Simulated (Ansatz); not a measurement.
# B5C: a trial structure relaxed

Where does this trial cell of B5C go when cell and atoms are let free?

Computed with Ansatz 0.2.0 (DFT PBE, scalar-relativistic, plane waves, PAW, unless a step's input says otherwise).

## 1. The starting structure

It takes space group P6/mmm (No. 191, hexagonal). The conventional cell has a = 4.207 Å, b = 4.207 Å, c = 3.520 Å, α = 90.00°, β = 90.00°, γ = 120.00°. B (site symmetry -6m2) is surrounded by 9 B at 2.14 to 2.43 Å and 3 C at 2.43 Å. Around B (site symmetry mmm) lie 8 B at 2.10 to 2.14 Å. Around C (site symmetry 6/mmm) lie 18 B at 2.43 to 2.74 Å.

As a file:

```
CELL_PARAMETERS angstrom
4.20719 0.00000 0.00000
-2.10359 3.64353 0.00000
0.00000 0.00000 3.52013
ATOMIC_POSITIONS crystal
B 0.33333 0.66667 0.00000
B 0.66667 0.33333 0.00000
B 0.50000 0.00000 0.50000
B 0.50000 0.50000 0.50000
B 0.00000 0.50000 0.50000
C 0.00000 0.00000 0.00000
```

Recipe of the guess: species swapped into a database cell of SmFe5 (P6/mmm, No. 191), with C on the Sm sites and B on the Fe sites. The dimensions are guesses.

## 2. A first look at the guess

Input file input.yaml:

```yaml
crystal:
  lattice:
    - [4.20718579, 0.0, 0.0]
    - [-2.10359289, 3.64352977, 0.0]
    - [0.0, 0.0, 3.52012528]
  atoms:
    - { symbol: B, position: [0.33333333, 0.66666667, 0.0] }
    - { symbol: B, position: [0.66666667, 0.33333333, 0.0] }
    - { symbol: B, position: [0.5, 0.0, 0.5] }
    - { symbol: B, position: [0.5, 0.5, 0.5] }
    - { symbol: B, position: [0.0, 0.5, 0.5] }
    - { symbol: C, position: [0.0, 0.0, 0.0] }
basis:
  ecutwfc: 420
kpoints:
  mp_grid: { grid: [6, 6, 6] }
hamiltonian:
  xc: pbe
scf:
  occupations: { method: gaussian, width: 0.1 }
  lower_state_search: "off"
output:
  forces: true
  stress: true
  eigenvalues: true
```

The run is started by

```sh
> ansatz run input.yaml --threads 1 --pin off --max-ram 2560MiB --backend cpu --events-out ev --progress --plain --runs-dir out
```

Further runs follow: spin check on a coarse mesh; a loose first relaxation; final relaxation.

Q: Predict the outcome of this session. Wanted: conventional cell; volume; energy over the elements; gap on the mesh.

**Answer**, as computed:

| quantity | value |
| --- | --- |
| symmetry at the end (tolerance 0.05 Å) | space group P6/mmm (No. 191) |
| conventional cell | a = 4.091 Å, b = 4.091 Å, c = 2.868 Å, α = 90.00°, β = 90.00°, γ = 120.00° |
| volume | 6.93 Å³/atom |
| energy over the elements | +1.90 eV/atom |
| gap on the mesh | none (metal) |

**Reading.** The space group P6/mmm (No. 191) is kept, and the volume per atom shrinks by 23.0 % from the first guess. With a positive formation energy it can't be a ground state. No finished test with a distortion of lower symmetry is shown, so the end may be a saddle point. Other magnetic orders were not searched.
